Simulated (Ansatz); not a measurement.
# MgZrC: the cost of one run

Method: DFT PBE, scalar-relativistic, plane waves, PAW, in Ansatz 0.2.0.

## (1) Starting point

The structure is orthorhombic, space group Pmmm (No. 47). Conventional cell: a = 3.450 Å, b = 3.483 Å, c = 3.591 Å, α = 90.00°, β = 90.00°, γ = 90.00°. Mg (site symmetry mmm) has 2 C at 1.80 Å as nearest neighbours. Zr (site symmetry mmm) is surrounded by 4 C at 2.45 Å. C (site symmetry mmm) has 2 Mg at 1.80 Å and 4 Zr at 2.45 Å as nearest neighbours.

Structure file:

```
Mg Zr C
1.0
     3.45028    0.00000    0.00000
     0.00000    3.48344    0.00000
     0.00000    0.00000    3.59080
Mg Zr C
1 1 1
Direct
  0.50000 0.50000 0.50000
  0.00000 0.00000 0.00000
  0.50000 0.50000 0.00000
```

A structure generator made this guess: species swapped into a database cell of TmCoC (Pmmm, No. 47), with Zr on the Tm sites and Mg on the Co sites. The dimensions are guesses.

## (2) The guess as it stands, on a coarse mesh

File input.yaml:

```yaml
crystal:
  lattice:
    - [3.45028281, 0.0, 0.0]
    - [0.0, 3.48344268, 0.0]
    - [0.0, 0.0, 3.59079702]
  atoms:
    - { symbol: Mg, position: [0.5, 0.5, 0.5] }
    - { symbol: Zr, position: [0.0, 0.0, 0.0] }
    - { symbol: C, position: [0.5, 0.5, 0.0] }
basis:
  ecutwfc: 420
kpoints:
  mp_grid: { grid: [6, 6, 6] }
hamiltonian:
  xc: pbe
scf:
  occupations: { method: gaussian, width: 0.1 }
  lower_state_search: "off"
output:
  forces: true
  stress: true
  eigenvalues: true
```

Started as:

```console
$ ansatz run input.yaml --threads 1 --pin off --max-ram 2560MiB --backend cpu --events-out ev --progress --plain --runs-dir out
```

Q: Estimate wall time and peak memory on 1 thread of Arm Neoverse V1, shared host.

About 2.6 s, with a peak of 0.33 GiB.
